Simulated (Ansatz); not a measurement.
Run this with Ansatz's Python interface and show what comes out.

`tati3.py`:
```python
'''Band folding check for TaTi3.'''

import warnings

import ansatz


def main() -> None:
    warnings.simplefilter('ignore', ansatz.DeckWarning)

    system = (
        ansatz.Lattice.of((4.133054, 0.0, 0.0), (0.0, 4.133054, 0.0), (0.0, 0.0, 4.133054))
        .atom('Ti', (0.0, 0.5, 0.5))
        .atom('Ti', (0.5, 0.0, 0.5))
        .atom('Ti', (0.5, 0.5, 0.0))
        .atom('Ta', (0.0, 0.0, 0.0))
    )

    # the mesh shrinks as the cell grows, so that all cells sample the same points
    mesh = (4, 4, 4)
    rows = []
    for repeats in [(1, 1, 1), (1, 1, 2)]:
        base = system.supercell(*repeats).calculation()
        base = base.functional('pbesol')
        base = base.occupations('Fermi-Dirac', width=0.1)
        base = base.kpoints(*(k // n for k, n in zip(mesh, repeats)))
        data = base.run(threads=1).report
        n = len(data['lattice']['sites'])
        rows.append((repeats, n, data['free_energy_ev'] / n, data['fermi_energy_ev'], data['n_kpoints'], data['n_symmetry_ops']))
    for row in rows:
        print('; '.join(f'{name} = {round(v, 4) if isinstance(v, float) else v}' for name, v in zip(['repeats', 'atoms', 'F/atom eV', 'Fermi level eV', 'k-points', 'symmetry operations'], row)))


if __name__ == '__main__':
    main()
```

Output of `python tati3.py`:
```text
repeats = (1, 1, 1); atoms = 4; F/atom eV = -4306.9785; Fermi level eV = 14.5127; k-points = 10; symmetry operations = 48
repeats = (1, 1, 2); atoms = 8; F/atom eV = -4306.9785; Fermi level eV = 14.5127; k-points = 12; symmetry operations = 32
```

Caveats:
- Total energies depend on the potentials; only differences at equal settings carry meaning.
- For a metal this k-point mesh is coarse: on a finer one energies can move by several to tens of meV an atom and pressures by half a GPa or more, differences at one mesh by less.
- Spin-orbit coupling, which matters for elements this heavy, is left out.
- This cell is a computed structure, which may not be the phase found in nature.
- The count of operations in a supercell holds its pure translations too, and an uneven repeat can lower the point group.
- Timing: 8 s on 1 thread of Arm Neoverse V2, with other jobs on the host, peak memory 0.48 GiB.
